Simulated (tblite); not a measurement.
# C6H9ClOSi: the cost of one run

Computed with tblite 0.8.0 and PySCF 2.14.0, with density-fitted response routines of our own, on a single molecule in the gas phase. Atoms are numbered from 0 throughout.

### Step 1. The molecule as given

18 atoms, charge 0, multiplicity 1; geometry from: force field or distance geometry start.

Bonds of the start (Å): C0–C1 1.49, C1–O2 1.24, C1–C3 1.48, C3–C4 1.42, C4–C5 1.29, C5–Si6 1.72, Si6–C7 1.85, C7–Cl8 1.78, C5–C3 1.44, C0–H9 1.09, C0–H10 1.10, C0–H11 1.10, C3–H12 1.10, C4–H13 1.07, Si6–H14 1.48, Si6–H15 1.49, C7–H16 1.09, C7–H17 1.09.

### Step 2. Relaxing the molecule with GFN2-xTB

The job: settings as JSON, then the geometry in Å.

```
{"job": {"kind": "relax", "xc": "GFN2-xTB", "basis": "xTB"}, "charge": 0, "multiplicity": 1}
C     -2.768200     0.670300     0.752100
C     -1.313100     0.369200     0.819100
O     -0.485900     1.100500     1.377600
C     -0.876200    -0.900400     0.204100
C     -0.968700    -1.034600    -1.203800
C      0.213400    -0.827000    -0.728800
Si     1.908000    -0.576800    -0.842000
C      2.564100     0.799300     0.209000
Cl     4.322100     0.944500    -0.032600
H     -3.025800     1.056200    -0.235800
H     -3.032100     1.425600     1.501900
H     -3.364500    -0.230700     0.962000
H     -0.944600    -1.804800     0.821200
H     -1.585100    -1.181500    -2.062700
H      2.258500    -0.327200    -2.260300
H      2.593000    -1.846100    -0.461600
H      2.109300     1.759500    -0.054500
H      2.387000     0.610600     1.270100
```

Launch:

```bash
$ OMP_NUM_THREADS=1 python probes_run.py task.json out
```

This one command runs all jobs of the session in turn.

**Question.** How long does this first job take on 1 thread of Arm Neoverse N1, shared host, and how much memory does it need?

About 2.5 s, with a peak of 0.18 GiB.
